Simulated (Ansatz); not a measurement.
# InSe: the cost of one run

Method: DFT LDA, scalar-relativistic, plane waves, PAW, and further levels as typed in the inputs, in Ansatz 0.2.0.

**1. The starting structure**

It takes space group Cm (No. 8, monoclinic). The conventional cell has a = 6.997 Å, b = 4.000 Å, c = 56.660 Å, α = 90.00°, β = 90.00°, γ = 90.00°. Se (site symmetry m) is surrounded by 3 In at 2.65 to 2.67 Å. In (site symmetry m) has 3 Se at 2.65 to 2.67 Å and 1 In at 2.79 Å as nearest neighbours. Only part of the 20 independent sites is listed.

Coordinates:

```cif
data_structure
_symmetry_space_group_name_H-M 'P 1'
_symmetry_Int_Tables_number 1
_cell_length_a 4.0000
_cell_length_b 4.0300
_cell_length_c 56.6600
_cell_angle_alpha 90.000
_cell_angle_beta 90.000
_cell_angle_gamma 119.754
_cell_volume 792.96
loop_
_atom_site_label
_atom_site_type_symbol
_atom_site_fract_x
_atom_site_fract_y
_atom_site_fract_z
_atom_site_occupancy
Se1 Se 0.33333 0.66667 0.15884 1
In1 In 0.00000 0.00000 0.18170 1
In2 In 0.00000 0.00000 0.23094 1
Se2 Se 0.33333 0.66667 0.25379 1
Se3 Se 0.00000 0.00000 0.30568 1
In3 In 0.66667 0.33333 0.32854 1
In4 In 0.66667 0.33333 0.37778 1
Se4 Se 0.00000 0.00000 0.40064 1
Se5 Se 0.66667 0.33333 0.45252 1
In5 In 0.33333 0.66667 0.47538 1
In6 In 0.33333 0.66667 0.52462 1
Se6 Se 0.66667 0.33333 0.54748 1
Se7 Se 0.33333 0.66667 0.59936 1
In7 In 0.00000 0.00000 0.62222 1
In8 In 0.00000 0.00000 0.67146 1
Se8 Se 0.33333 0.66667 0.69432 1
Se9 Se 0.00000 0.00000 0.74621 1
In9 In 0.66667 0.33333 0.76906 1
In10 In 0.66667 0.33333 0.81830 1
Se10 Se 0.00000 0.00000 0.84116 1
```

**2. Single point: In10Se10 sheet, no spin**

It takes the final geometry of an earlier run.

The input, input.yaml:

```yaml
crystal:
  lattice:
    - [4.0, 0.0, 0.0]
    - [-2.0, 3.4987426313, 0.0]
    - [0.0, 0.0, 56.66]
  atoms:
    - { symbol: Se, position: [0.3288017798, 0.6576035596, 0.1700676483] }
    - { symbol: In, position: [-0.0033520102, -0.0067040204, 0.1918788671] }
    - { symbol: In, position: [-0.0033849128, -0.0067698256, 0.2403021306] }
    - { symbol: Se, position: [0.328677628, 0.657355256, 0.26220623] }
    - { symbol: Se, position: [-0.0018753857, -0.0037507714, 0.3122283497] }
    - { symbol: In, position: [0.6660155882, 0.3320311765, 0.3340902334] }
    - { symbol: In, position: [0.6656297638, 0.3312595275, 0.3825325873] }
    - { symbol: Se, position: [-0.0023044302, -0.0046088604, 0.4044288033] }
    - { symbol: Se, position: [0.6662466012, 0.3324932024, 0.4536828479] }
    - { symbol: In, position: [0.3341073619, 0.6682147237, 0.4755487591] }
    - { symbol: In, position: [0.3336804467, 0.6673608934, 0.5239844067] }
    - { symbol: Se, position: [0.6657448222, 0.3314896443, 0.5458707072] }
    - { symbol: Se, position: [0.3345377377, 0.6690754754, 0.5959592822] }
    - { symbol: In, position: [0.0023920974, 0.0047841949, 0.6178255273] }
    - { symbol: In, position: [0.0020384557, 0.0040769113, 0.6662598577] }
    - { symbol: Se, position: [0.3341072892, 0.6682145784, 0.68814513] }
    - { symbol: Se, position: [0.0034051445, 0.006810289, 0.7376657587] }
    - { symbol: In, position: [0.6712916518, 0.3425833037, 0.7595556143] }
    - { symbol: In, position: [0.6710419055, 0.3420838111, 0.8079757] }
    - { symbol: Se, position: [0.0031984653, 0.0063969306, 0.8297915592] }
  periodic: [true, true, false]
scf:
  occupations: { method: gaussian, width: 0.01 }
  n_extra_bands: 6
output:
  eigenvalues: true
  eigenstates: { kpoints: [[0.0, 0.0, 0.0]], top_band: c3, e_range: [-3, 4] }
kpoints:
  mp_grid: { grid: [10, 10, 1] }
hamiltonian:
  xc: lda
```

Launch:

```
$ ansatz run input.yaml --threads 8 --pin off --max-ram 24576MiB --backend cpu --events-out ev --progress --plain --runs-dir out
```

Q: Estimate wall time and peak memory on 8 threads of Intel Xeon 6975P-C (Granite Rapids), shared host.

About 94 s, with a peak of 9.9 GiB.
